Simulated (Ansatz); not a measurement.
# Cu3Pd: the cost of one run

Method: DFT PBEsol, scalar-relativistic, plane waves, PAW, in Ansatz 0.2.0.

### 1 The starting structure

It takes space group P4/mmm (No. 123, tetragonal). Conventional cell: a = 3.697 Å, b = 3.697 Å, c = 3.659 Å, α = 90.00°, β = 90.00°, γ = 90.00°. Cu (site symmetry mmm) has 8 Cu at 2.60 to 2.61 Å and 4 Pd at 2.60 Å as nearest neighbours. Cu (site symmetry 4/mmm) is surrounded by 8 Cu at 2.60 Å and 4 Pd at 2.61 Å. Pd (site symmetry 4/mmm) has 12 Cu at 2.60 to 2.61 Å as nearest neighbours.

Structure file:

```cif
data_structure
_symmetry_space_group_name_H-M 'P 1'
_symmetry_Int_Tables_number 1
_cell_length_a 3.6970
_cell_length_b 3.6970
_cell_length_c 3.6590
_cell_angle_alpha 90.000
_cell_angle_beta 90.000
_cell_angle_gamma 90.000
_cell_volume 50.01
loop_
_atom_site_label
_atom_site_type_symbol
_atom_site_fract_x
_atom_site_fract_y
_atom_site_fract_z
_atom_site_occupancy
Cu1 Cu 0.00000 0.50000 0.50000 1
Cu2 Cu 0.50000 0.00000 0.50000 1
Cu3 Cu 0.50000 0.50000 0.00000 1
Pd1 Pd 0.00000 0.00000 0.00000 1
```

Source of the structure: the Crystallography Open Database.

(A quick probe on a coarse mesh, which set the mesh and smearing, is not shown.)

### 3 The relaxation

Contents of input.yaml:

```yaml
crystal:
  lattice:
    - [3.697, 0.0, 0.0]
    - [0.0, 3.697, 0.0]
    - [0.0, 0.0, 3.659]
  atoms:
    - { symbol: Cu, position: [0.0, 0.5, 0.5] }
    - { symbol: Cu, position: [0.5, 0.0, 0.5] }
    - { symbol: Cu, position: [0.5, 0.5, 0.0] }
    - { symbol: Pd, position: [0.0, 0.0, 0.0] }
basis:
  ecutwfc: 420
kpoints:
  mp_grid: { grid: [12, 12, 12] }
hamiltonian:
  xc: pbesol
scf:
  occupations: { method: gaussian, width: 0.1 }
output:
  forces: true
  stress: true
  eigenvalues: true
relax:
  adjacent_minimum: "off"
  f_tol: 0.005
  max_steps: 80
  cell: { stress_tol: 0.05 }
```

Command:

```bash
$ ansatz run input.yaml --threads 1 --pin off --max-ram 2560MiB --backend cpu --events-out ev --progress --plain --runs-dir out
```

Q: Estimate wall time and peak memory on 1 thread of Arm Neoverse V2, shared host.

About 2.3 min, with a peak of 0.58 GiB.
